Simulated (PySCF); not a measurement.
# A diatomic session: SnH+

An exercise on one series of results from a longer session: the logs are not shown, and one member is left open.

Program: PySCF 2.14.0. Level of theory: Sn cc-pVDZ-PP with ECP28, H cc-pVDZ, scalar-relativistic core potentials. These are calculated values, not measurements.

Set-up of the first run:

The job is set up so:

```
atoms                         : Sn, H
charge                        : 1
basis                         : Sn cc-pVDZ-PP with ECP28, H cc-pVDZ
Hamiltonian                   : scalar-relativistic core potentials
basis functions               : 28
electrons treated             : 22
masses in u                   : 119.9022, 1.0078
levels                        : PBE0, PBE, r²SCAN, B3LYP, TPSS, LDA, LC-ωPBE, HF, MP2, SCS-MP2, CCSD, CCSD(T)
grid                          : 80 radial by 434 angular points
occupations                   : held fixed by the projection of orbital angular momentum
dissociation limit            : Sn+ + H, each in its ground configuration
starting distance in angstrom : 1.770
values of 2S to try           : 0, 2
```

On the command line:

```console
$ OMP_NUM_THREADS=1 python dia.py task.json out
```

Among the steps run: Set-up; PBE0 along the bond; Other states along the same grid; PBE (GGA); r²SCAN; B3LYP (global hybrid GGA); TPSS (meta-GGA); LDA; LC-ωPBE (range-separated hybrid); RHF (mean field); MP2 and coupled cluster.

One table of the session follows, with a row left open; its other results are not shown here.

Energy (eV) from each level's lowest point:

| R (Å) | RHF | RHF-MP2 | RHF-SCS-MP2 | RHF-CCSD | RHF-CCSD(T) |
| --- | --- | --- | --- | --- | --- |
| 1.522 | 0.471 | 0.452 | 0.461 | n/a | n/a |
| 1.593 | 0.199 | 0.191 | 0.197 | 0.208 | 0.210 |
| 1.664 | ? | ? | ? | ? | ? |
| 1.717 | 0.004 | 0.003 | 0.005 | 0.010 | 0.011 |
| 1.770 | 0.000 | 0.000 | 0.000 | 0.000 | 0.000 |
| 1.823 | 0.032 | 0.031 | 0.029 | 0.023 | 0.022 |
| 1.894 | 0.120 | 0.115 | 0.110 | 0.095 | 0.092 |
| 1.982 | 0.285 | 0.271 | 0.263 | 0.232 | 0.227 |
| 2.089 | 0.537 | 0.509 | 0.497 | 0.443 | 0.434 |
| 2.230 | 0.931 | 0.876 | 0.857 | n/a | n/a |

Q: Estimate the row for R (Å) = 1.664 from the others.

Worked estimate for «RHF». A straight line through the neighbours (1.593, 0.199) and (1.717, 0.004) gives 0.199 + (0.004 − 0.199) × (1.664 − 1.593) / (1.717 − 1.593) = 0.087; a parabola fitted to 4 rows on both sides gives 0.047.

The run gave: RHF: 0.051; RHF-MP2: 0.049; RHF-SCS-MP2: 0.052; RHF-CCSD: 0.060; RHF-CCSD(T): 0.062. In «RHF» the line misses by +0.036 and the parabola by -0.004.

To keep in mind: Lowest PBE0 solution found, without spin–orbit coupling: ¹Σ⁺ (singlet), closed shell. Warnings in the runs' records: inverted.
